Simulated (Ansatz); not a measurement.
**HfB (octet): the correlation ladder, def2-TZVPP**

One table from this session's results is given with a row withheld; the runs are named, their logs left out.

Program: Ansatz 0.2.0, Gaussian basis. Level of theory: def2-TZVPP, core rule «outside noble gas», up to 5 orbitals frozen. These are calculated values, not measurements.

To be run: UHF; ROHF; CCSD(T) on UHF.

## The geometry

The geometry is a PBE0/def2-TZVP stationary point (not a proven minimum) of the parent state, kept for this charge and spin. No spin-orbit coupling is included. Elements past krypton take def2 core potentials.

2 atoms, charge 0, spin multiplicity 8.

Atoms are counted from 1 here; the program's logs count them from 0.

Bond lengths: Hf1–B2 2.136 Å.

Set-up of the first run:

Contents of in.yaml:

```yaml
crystal:
  periodic: [false, false, false]
  atoms:
    - {symbol: Hf, position_ang: [0.000000, 0.000000, 0.000000]}
    - {symbol: B, position_ang: [0.000000, 0.000000, 2.136000]}
basis:
  gaussian: {orbitals: def2-TZVPP}
magnetization: {spin_polarized: true, initial_magnetization: 7}
hamiltonian: {xc: hf}
output: {orbitals: {seedname: orbitals}}
```

Command:

```sh
$ ansatz run in.yaml --threads 1 --pin off --events-out ev --progress --plain --max-ram 4096MiB --backend cpu
```

Among the steps run: UHF; ROHF; CCSD(T) on UHF.

One of the session's tables, all rows but one given; the rest of the session is left out.

| method | from UCCSD(T) (meV) |
| --- | --- |
| ROHF | ? |
| UHF | +1927.8 |
| UMP2 | +476.9 |
| UCCSD | +60.1 |
| UCCSD(T) | 0 |

**Question.** Estimate the row for ROHF.

As computed: from UCCSD(T) (meV): +2023.9. In the column «from UCCSD(T) (meV)» it is the highest.
